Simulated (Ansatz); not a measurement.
# Cu+ with H₂O: interaction against distance, part 2 of 3

Ansatz 0.2.0, Gaussian basis.

## (7) B moved by +0.10 Å, CCSD(T)/def2-TZVPPD

Input file ab/in.yaml:

```yaml
crystal:
  periodic: [false, false, false]
  atoms:
    - {symbol: Cu, position_ang: [-0.221262, -0.116861, -1.718324]}
    - {symbol: O, position_ang: [0.036719, 0.021077, 0.296583]}
    - {symbol: H, position_ang: [0.505558, 0.725142, 0.758538]}
    - {symbol: H, position_ang: [-0.283849, -0.609679, 0.951027]}
basis:
  gaussian: {orbitals: "def2-TZVPPD.json"}
total_charge: 1
correlation: {method: ccsd_t, frozen_orbitals: {Cu: 9, H: 0, O: 1}}
```

Input file a/in.yaml:

```yaml
crystal:
  periodic: [false, false, false]
  atoms:
    - {symbol: Cu, position_ang: [-0.221262, -0.116861, -1.718324]}
basis:
  gaussian:
    orbitals: "def2-TZVPPD.json"
    ghost_atoms:
      - {symbol: O, position_ang: [0.036719, 0.021077, 0.296583]}
      - {symbol: H, position_ang: [0.505558, 0.725142, 0.758538]}
      - {symbol: H, position_ang: [-0.283849, -0.609679, 0.951027]}
total_charge: 1
correlation: {method: ccsd_t, frozen_orbitals: {Cu: 9, H: 0, O: 1}}
```

Input file b/in.yaml:

```yaml
crystal:
  periodic: [false, false, false]
  atoms:
    - {symbol: O, position_ang: [0.036719, 0.021077, 0.296583]}
    - {symbol: H, position_ang: [0.505558, 0.725142, 0.758538]}
    - {symbol: H, position_ang: [-0.283849, -0.609679, 0.951027]}
basis:
  gaussian:
    orbitals: "def2-TZVPPD.json"
    ghost_atoms:
      - {symbol: Cu, position_ang: [-0.221262, -0.116861, -1.718324]}
correlation: {method: ccsd_t}
```

The same command starts each run, in its folder.

Started as:

```
$ ansatz run in.yaml --threads 2 --pin off --events-out ev --progress --plain --max-ram 5222MiB
```

ab printed, cut to the lines that bear on the results:

```text
Functional definition: HF
  name "HF"
  cite "Fock, Z. Phys. 61, 126 (1930) doi:10.1007/BF01340294"
  parent pbe
[...]
895 factors; integrals over basis functions are off by at most 9.6e-4 eV
[...]
mean field -46662.04821519 eV, -1714.7986432361 hartree, gradient 1.9e-6 eV, S^2 0.000000; 0 other end points of the search recorded, 0 dependent functions left out
10 core orbitals not correlated: weight in the atoms' cores, before any rotation towards them, 1.000 or more for the frozen orbitals, at most 0.000 for the correlated occupied ones
reference -46662.04821519 eV, -1714.7986432361 hartree; 9, 9 occupied and 122, 122 virtual orbitals, 895 factors
second order -19.70180027 eV of doubles, -0.00000000 eV of singles
cycle   1  -17.44859161 eV  change     2.3e0 eV  update   1.4e-1
[...]
cycle  14  -18.21943845 eV  change    1.7e-5 eV  update   5.9e-6
perturbative correction -0.61139739 eV, -0.0224684398 hartree
Total energy: -46680.87905104 eV, -1715.4906636893 hartree
```

a printed, cut to the lines that bear on the results:

```text
[... 4 set-up lines as earlier in the session ...]
[...]
902 factors; integrals over basis functions are off by at most 9.2e-4 eV
[...]
mean field -44590.94277286 eV, -1638.6869220761 hartree, gradient 7.1e-7 eV, S^2 0.000000; 0 other end points of the search recorded, 0 dependent functions left out
9 core orbitals not correlated: weight in the atoms' cores, before any rotation towards them, 1.000 or more for the frozen orbitals, at most 0.000 for the correlated occupied ones
reference -44590.94277286 eV, -1638.6869220761 hartree; 5, 5 occupied and 127, 127 virtual orbitals, 902 factors
second order -12.25623796 eV of doubles, -0.00000000 eV of singles
cycle   1  -10.16465950 eV  change     2.1e0 eV  update   1.1e-1
[...]
cycle  11  -10.69634139 eV  change   -7.6e-6 eV  update   4.4e-6
perturbative correction -0.35762284 eV, -0.0131423968 hartree
Total energy: -44601.99673709 eV, -1639.0931477689 hartree
```

b printed, cut to the lines that bear on the results:

```text
[... 4 set-up lines as earlier in the session ...]
[...]
873 factors; integrals over basis functions are off by at most 9.5e-4 eV
[...]
mean field -2069.78507085 eV, -76.0631984029 hartree, gradient 8.0e-7 eV, S^2 0.000000; 0 other end points of the search recorded, 0 dependent functions left out
1 core orbitals not correlated: weight in the atoms' cores, before any rotation towards them, 1.000 or more for the frozen orbitals, at most 0.000 for the correlated occupied ones
reference -2069.78507085 eV, -76.0631984029 hartree; 4, 4 occupied and 136, 136 virtual orbitals, 873 factors
second order -7.18536933 eV of doubles, -0.00000000 eV of singles
cycle   1  -7.16420520 eV  change    2.1e-2 eV  update   4.8e-2
[...]
cycle   9  -7.32981872 eV  change    9.4e-7 eV  update   4.5e-6
perturbative correction -0.22201428 eV, -0.0081588744 hartree
Total energy: -2077.33690385 eV, -76.3407231470 hartree
```

Wall times: 16 s (ab), 8 s (a), 4.7 s (b) on 2 threads of Arm Neoverse V1, shared host; peak memory 0.81 GiB.

Interaction: -1545 meV.

## (8) B moved by +0.23 Å, wB97M-V/def2-TZVPPD

Input file ab/in.yaml:

```yaml
crystal:
  periodic: [false, false, false]
  atoms:
    - {symbol: Cu, position_ang: [-0.221262, -0.116861, -1.718324]}
    - {symbol: O, position_ang: [0.054017, 0.030214, 0.430901]}
    - {symbol: H, position_ang: [0.522856, 0.734279, 0.892857]}
    - {symbol: H, position_ang: [-0.266551, -0.600542, 1.085345]}
basis:
  gaussian: {orbitals: "def2-TZVPPD.json"}
total_charge: 1
hamiltonian: {xc: {name: wB97M-V}}
```

Input file a/in.yaml:

```yaml
crystal:
  periodic: [false, false, false]
  atoms:
    - {symbol: Cu, position_ang: [-0.221262, -0.116861, -1.718324]}
basis:
  gaussian:
    orbitals: "def2-TZVPPD.json"
    ghost_atoms:
      - {symbol: O, position_ang: [0.054017, 0.030214, 0.430901]}
      - {symbol: H, position_ang: [0.522856, 0.734279, 0.892857]}
      - {symbol: H, position_ang: [-0.266551, -0.600542, 1.085345]}
total_charge: 1
hamiltonian: {xc: {name: wB97M-V}}
```

Input file b/in.yaml:

```yaml
crystal:
  periodic: [false, false, false]
  atoms:
    - {symbol: O, position_ang: [0.054017, 0.030214, 0.430901]}
    - {symbol: H, position_ang: [0.522856, 0.734279, 0.892857]}
    - {symbol: H, position_ang: [-0.266551, -0.600542, 1.085345]}
basis:
  gaussian:
    orbitals: "def2-TZVPPD.json"
    ghost_atoms:
      - {symbol: Cu, position_ang: [-0.221262, -0.116861, -1.718324]}
hamiltonian: {xc: {name: wB97M-V}}
```

One command serves all of them, each in its own folder.

Started as:

```
$ ansatz run in.yaml --threads 2 --pin off --events-out ev --progress --plain --max-ram 5222MiB
```

Log of ab, cut to the lines that bear on the results:

```text
[... 5 set-up lines as earlier in the session ...]
  # Of w^i u^j: cxij and so on, Table III.
[...]
  gx(w, u) = 1 - cx + cx01*u + cx10*w
[...]
      + integral(e_c_pw_mod_opposite_spin*gos(b97_w_opposite, b97_u_opposite)) + vv10(b, c)
855 factors; their error is unknown
179 factors; integrals over basis functions are off by at most 3.9e-5 eV
[...]
mean field -46711.46436795 eV, -1716.6146533545 hartree, gradient 5.6e-5 eV, S^2 0.000000; 0 other end points of the search recorded, 0 dependent functions left out
reference -46711.46441888 eV, -1716.6146552261 hartree; 19, 19 occupied and 122, 122 virtual orbitals, 855 factors
Total energy: -46711.46441888 eV, -1716.6146552261 hartree
```

Log of a, cut to the lines that bear on the results:

```text
[... 5 set-up lines as earlier in the session ...]
  # Of w^i u^j: cxij and so on, Table III.
[...]
  gx(w, u) = 1 - cx + cx01*u + cx10*w
[...]
      + integral(e_c_pw_mod_opposite_spin*gos(b97_w_opposite, b97_u_opposite)) + vv10(b, c)
839 factors; their error is unknown
178 factors; integrals over basis functions are off by at most 3.1e-5 eV
[...]
mean field -44629.93411205 eV, -1640.1198273619 hartree, gradient 7.8e-6 eV, S^2 0.000000; 0 other end points of the search recorded, 0 dependent functions left out
reference -44629.93415182 eV, -1640.1198288234 hartree; 14, 14 occupied and 127, 127 virtual orbitals, 839 factors
Total energy: -44629.93415182 eV, -1640.1198288234 hartree
```

Log of b, cut to the lines that bear on the results:

```text
[... 5 set-up lines as earlier in the session ...]
  # Of w^i u^j: cxij and so on, Table III.
[...]
  gx(w, u) = 1 - cx + cx01*u + cx10*w
[...]
      + integral(e_c_pw_mod_opposite_spin*gos(b97_w_opposite, b97_u_opposite)) + vv10(b, c)
734 factors; their error is unknown
155 factors; integrals over basis functions are off by at most 9.3e-5 eV
[...]
mean field -2079.93157234 eV, -76.4360754552 hartree, gradient 3.3e-5 eV, S^2 0.000000; 0 other end points of the search recorded, 0 dependent functions left out
reference -2079.93161750 eV, -76.4360771147 hartree; 5, 5 occupied and 136, 136 virtual orbitals, 734 factors
Total energy: -2079.93161750 eV, -76.4360771147 hartree
```

Wall times: 6 s (ab), 5.5 s (a), 3.5 s (b) on 2 threads of Arm Neoverse V1, shared host; peak memory 0.3 GiB.

Interaction: -1599 meV.

## (9) B moved by +0.23 Å, CCSD(T)/def2-TZVPPD

ab/in.yaml, as its differences from that of step 8:

```diff
@@ -10,2 +10,2 @@
 total_charge: 1
-hamiltonian: {xc: {name: wB97M-V}}
+correlation: {method: ccsd_t, frozen_orbitals: {Cu: 9, H: 0, O: 1}}
```

a/in.yaml, as its differences from that of step 8:

```diff
@@ -12,2 +12,2 @@
 total_charge: 1
-hamiltonian: {xc: {name: wB97M-V}}
+correlation: {method: ccsd_t, frozen_orbitals: {Cu: 9, H: 0, O: 1}}
```

b/in.yaml, as its differences from that of step 8:

```diff
@@ -11,2 +11,2 @@
       - {symbol: Cu, position_ang: [-0.221262, -0.116861, -1.718324]}
-hamiltonian: {xc: {name: wB97M-V}}
+correlation: {method: ccsd_t}
```

The same command starts each run, in its folder.

Started as:

```
$ ansatz run in.yaml --threads 2 --pin off --events-out ev --progress --plain --max-ram 5222MiB
```

Output in ab, cut to the lines that bear on the results:

```text
[... 4 set-up lines as earlier in the session ...]
[...]
896 factors; integrals over basis functions are off by at most 9.5e-4 eV
[...]
mean field -46662.02043650 eV, -1714.7976223881 hartree, gradient 1.7e-6 eV, S^2 0.000000; 0 other end points of the search recorded, 0 dependent functions left out
10 core orbitals not correlated: weight in the atoms' cores, before any rotation towards them, 1.000 or more for the frozen orbitals, at most 0.000 for the correlated occupied ones
reference -46662.02043650 eV, -1714.7976223881 hartree; 9, 9 occupied and 122, 122 virtual orbitals, 896 factors
second order -19.61393592 eV of doubles, -0.00000000 eV of singles
cycle   1  -17.40901746 eV  change     2.2e0 eV  update   1.3e-1
[...]
cycle  14  -18.15614883 eV  change    1.4e-5 eV  update   4.8e-6
perturbative correction -0.60187603 eV, -0.0221185360 hartree
Total energy: -46680.77846136 eV, -1715.4869670869 hartree
```

Log of a, cut to the lines that bear on the results:

```text
[... 4 set-up lines as earlier in the session ...]
[...]
903 factors; integrals over basis functions are off by at most 9.1e-4 eV
[...]
mean field -44590.94132394 eV, -1638.6868688291 hartree, gradient 2.4e-6 eV, S^2 0.000000; 0 other end points of the search recorded, 0 dependent functions left out
9 core orbitals not correlated: weight in the atoms' cores, before any rotation towards them, 1.000 or more for the frozen orbitals, at most 0.000 for the correlated occupied ones
reference -44590.94132394 eV, -1638.6868688291 hartree; 5, 5 occupied and 127, 127 virtual orbitals, 903 factors
second order -12.25147877 eV of doubles, -0.00000000 eV of singles
cycle   1  -10.16164073 eV  change     2.1e0 eV  update   1.1e-1
[...]
cycle  11  -10.69233148 eV  change   -7.2e-6 eV  update   4.4e-6
perturbative correction -0.35623100 eV, -0.0130912479 hartree
Total energy: -44601.98988641 eV, -1639.0928960111 hartree
```

b printed, cut to the lines that bear on the results:

```text
[... 4 set-up lines as earlier in the session ...]
[...]
874 factors; integrals over basis functions are off by at most 9.5e-4 eV
[...]
mean field -2069.78504598 eV, -76.0631974890 hartree, gradient 8.4e-7 eV, S^2 0.000000; 0 other end points of the search recorded, 0 dependent functions left out
1 core orbitals not correlated: weight in the atoms' cores, before any rotation towards them, 1.000 or more for the frozen orbitals, at most 0.000 for the correlated occupied ones
reference -2069.78504598 eV, -76.0631974890 hartree; 4, 4 occupied and 136, 136 virtual orbitals, 874 factors
second order -7.18314716 eV of doubles, -0.00000000 eV of singles
cycle   1  -7.16226736 eV  change    2.1e-2 eV  update   4.8e-2
[...]
cycle   9  -7.32781221 eV  change    8.6e-7 eV  update   4.5e-6
perturbative correction -0.22177398 eV, -0.0081500436 hartree
Total energy: -2077.33463217 eV, -76.3406396643 hartree
```

Wall times: 15 s (ab), 8 s (a), 4.6 s (b) on 2 threads of Arm Neoverse V1, shared host; peak memory 0.81 GiB.

This point gives -1454 meV.

## (10) B moved by +0.48 Å, wB97M-V/def2-TZVPPD

Input file ab/in.yaml:

```yaml
crystal:
  periodic: [false, false, false]
  atoms:
    - {symbol: Cu, position_ang: [-0.221262, -0.116861, -1.718324]}
    - {symbol: O, position_ang: [0.086141, 0.047182, 0.680350]}
    - {symbol: H, position_ang: [0.554980, 0.751247, 1.142305]}
    - {symbol: H, position_ang: [-0.234427, -0.583574, 1.334794]}
basis:
  gaussian: {orbitals: "def2-TZVPPD.json"}
total_charge: 1
hamiltonian: {xc: {name: wB97M-V}}
```

Input file a/in.yaml:

```yaml
crystal:
  periodic: [false, false, false]
  atoms:
    - {symbol: Cu, position_ang: [-0.221262, -0.116861, -1.718324]}
basis:
  gaussian:
    orbitals: "def2-TZVPPD.json"
    ghost_atoms:
      - {symbol: O, position_ang: [0.086141, 0.047182, 0.680350]}
      - {symbol: H, position_ang: [0.554980, 0.751247, 1.142305]}
      - {symbol: H, position_ang: [-0.234427, -0.583574, 1.334794]}
total_charge: 1
hamiltonian: {xc: {name: wB97M-V}}
```

Input file b/in.yaml:

```yaml
crystal:
  periodic: [false, false, false]
  atoms:
    - {symbol: O, position_ang: [0.086141, 0.047182, 0.680350]}
    - {symbol: H, position_ang: [0.554980, 0.751247, 1.142305]}
    - {symbol: H, position_ang: [-0.234427, -0.583574, 1.334794]}
basis:
  gaussian:
    orbitals: "def2-TZVPPD.json"
    ghost_atoms:
      - {symbol: Cu, position_ang: [-0.221262, -0.116861, -1.718324]}
hamiltonian: {xc: {name: wB97M-V}}
```

Each run has its own folder and the same command.

Started as:

```
$ ansatz run in.yaml --threads 2 --pin off --events-out ev --progress --plain --max-ram 5222MiB
```

Log of ab, cut to the lines that bear on the results:

```text
[... 5 set-up lines as earlier in the session ...]
  # Of w^i u^j: cxij and so on, Table III.
[...]
  gx(w, u) = 1 - cx + cx01*u + cx10*w
[...]
      + integral(e_c_pw_mod_opposite_spin*gos(b97_w_opposite, b97_u_opposite)) + vv10(b, c)
855 factors; their error is unknown
179 factors; integrals over basis functions are off by at most 4.5e-5 eV
[...]
mean field -46711.18435976 eV, -1716.6043632432 hartree, gradient 6.1e-5 eV, S^2 0.000000; 0 other end points of the search recorded, 0 dependent functions left out
reference -46711.18441115 eV, -1716.6043651316 hartree; 19, 19 occupied and 122, 122 virtual orbitals, 855 factors
Total energy: -46711.18441115 eV, -1716.6043651316 hartree
```

Output in a, cut to the lines that bear on the results:

```text
[... 5 set-up lines as earlier in the session ...]
  # Of w^i u^j: cxij and so on, Table III.
[...]
  gx(w, u) = 1 - cx + cx01*u + cx10*w
[...]
      + integral(e_c_pw_mod_opposite_spin*gos(b97_w_opposite, b97_u_opposite)) + vv10(b, c)
839 factors; their error is unknown
178 factors; integrals over basis functions are off by at most 3.3e-5 eV
[...]
mean field -44629.93167482 eV, -1640.1197377956 hartree, gradient 1.1e-5 eV, S^2 0.000000; 0 other end points of the search recorded, 0 dependent functions left out
reference -44629.93171479 eV, -1640.1197392642 hartree; 14, 14 occupied and 127, 127 virtual orbitals, 839 factors
Total energy: -44629.93171479 eV, -1640.1197392642 hartree
```

Output in b, cut to the lines that bear on the results:

```text
[... 5 set-up lines as earlier in the session ...]
  # Of w^i u^j: cxij and so on, Table III.
[...]
  gx(w, u) = 1 - cx + cx01*u + cx10*w
[...]
      + integral(e_c_pw_mod_opposite_spin*gos(b97_w_opposite, b97_u_opposite)) + vv10(b, c)
734 factors; their error is unknown
155 factors; integrals over basis functions are off by at most 1.0e-4 eV
[...]
mean field -2079.93150576 eV, -76.4360730085 hartree, gradient 3.4e-5 eV, S^2 0.000000; 0 other end points of the search recorded, 0 dependent functions left out
reference -2079.93155128 eV, -76.4360746811 hartree; 5, 5 occupied and 136, 136 virtual orbitals, 734 factors
Total energy: -2079.93155128 eV, -76.4360746811 hartree
```

They took 6 s (ab), 4.9 s (a), 3.4 s (b) on 2 threads of Arm Neoverse V1, shared host; peak memory 0.3 GiB.

ab − a − b = -1321 meV.

## (11) B moved by +0.48 Å, CCSD(T)/def2-TZVPPD

ab/in.yaml, as its differences from that of step 10:

```diff
@@ -10,2 +10,2 @@
 total_charge: 1
-hamiltonian: {xc: {name: wB97M-V}}
+correlation: {method: ccsd_t, frozen_orbitals: {Cu: 9, H: 0, O: 1}}
```

a/in.yaml, as its differences from that of step 10:

```diff
@@ -12,2 +12,2 @@
 total_charge: 1
-hamiltonian: {xc: {name: wB97M-V}}
+correlation: {method: ccsd_t, frozen_orbitals: {Cu: 9, H: 0, O: 1}}
```

b/in.yaml, as its differences from that of step 10:

```diff
@@ -11,2 +11,2 @@
       - {symbol: Cu, position_ang: [-0.221262, -0.116861, -1.718324]}
-hamiltonian: {xc: {name: wB97M-V}}
+correlation: {method: ccsd_t}
```

One command serves all of them, each in its own folder.

Started as:

```
$ ansatz run in.yaml --threads 2 --pin off --events-out ev --progress --plain --max-ram 5222MiB
```

ab printed, cut to the lines that bear on the results:

```text
[... 4 set-up lines as earlier in the session ...]
[...]
897 factors; integrals over basis functions are off by at most 8.7e-4 eV
[...]
mean field -46661.85065249 eV, -1714.7913829408 hartree, gradient 1.6e-6 eV, S^2 0.000000; 0 other end points of the search recorded, 0 dependent functions left out
10 core orbitals not correlated: weight in the atoms' cores, before any rotation towards them, 1.000 or more for the frozen orbitals, at most 0.000 for the correlated occupied ones
reference -46661.85065249 eV, -1714.7913829408 hartree; 9, 9 occupied and 122, 122 virtual orbitals, 897 factors
second order -19.51329604 eV of doubles, -0.00000000 eV of singles
cycle   1  -17.35954045 eV  change     2.2e0 eV  update   1.3e-1
[...]
cycle  14  -18.07972020 eV  change    1.1e-5 eV  update   3.3e-6
perturbative correction -0.58984400 eV, -0.0216763673 hartree
Total energy: -46680.52021670 eV, -1715.4774767707 hartree
```

a printed, cut to the lines that bear on the results:

```text
[... 4 set-up lines as earlier in the session ...]
[...]
904 factors; integrals over basis functions are off by at most 8.2e-4 eV
[...]
mean field -44590.93907583 eV, -1638.6867862129 hartree, gradient 1.4e-6 eV, S^2 0.000000; 0 other end points of the search recorded, 0 dependent functions left out
9 core orbitals not correlated: weight in the atoms' cores, before any rotation towards them, 1.000 or more for the frozen orbitals, at most 0.000 for the correlated occupied ones
reference -44590.93907583 eV, -1638.6867862129 hartree; 5, 5 occupied and 127, 127 virtual orbitals, 904 factors
second order -12.24554375 eV of doubles, -0.00000000 eV of singles
cycle   1  -10.15772807 eV  change     2.1e0 eV  update   1.1e-1
[...]
cycle  11  -10.68720383 eV  change   -7.3e-6 eV  update   4.2e-6
perturbative correction -0.35452682 eV, -0.0130286201 hartree
Total energy: -44601.98080648 eV, -1639.0925623295 hartree
```

Output in b, cut to the lines that bear on the results:

```text
[... 4 set-up lines as earlier in the session ...]
[...]
875 factors; integrals over basis functions are off by at most 8.7e-4 eV
[...]
mean field -2069.78498663 eV, -76.0631953081 hartree, gradient 8.7e-7 eV, S^2 0.000000; 0 other end points of the search recorded, 0 dependent functions left out
1 core orbitals not correlated: weight in the atoms' cores, before any rotation towards them, 1.000 or more for the frozen orbitals, at most 0.000 for the correlated occupied ones
reference -2069.78498663 eV, -76.0631953081 hartree; 4, 4 occupied and 136, 136 virtual orbitals, 875 factors
second order -7.17961748 eV of doubles, -0.00000000 eV of singles
cycle   1  -7.15917940 eV  change    2.0e-2 eV  update   4.8e-2
[...]
cycle   9  -7.32459540 eV  change    8.5e-7 eV  update   4.6e-6
perturbative correction -0.22135278 eV, -0.0081345646 hartree
Total energy: -2077.33093481 eV, -76.3405037889 hartree
```

Wall times: 15 s (ab), 8 s (a), 4.7 s (b) on 2 threads of Arm Neoverse V1, shared host; peak memory 0.81 GiB.

This point gives -1208 meV.

[end of part 2 of 3]
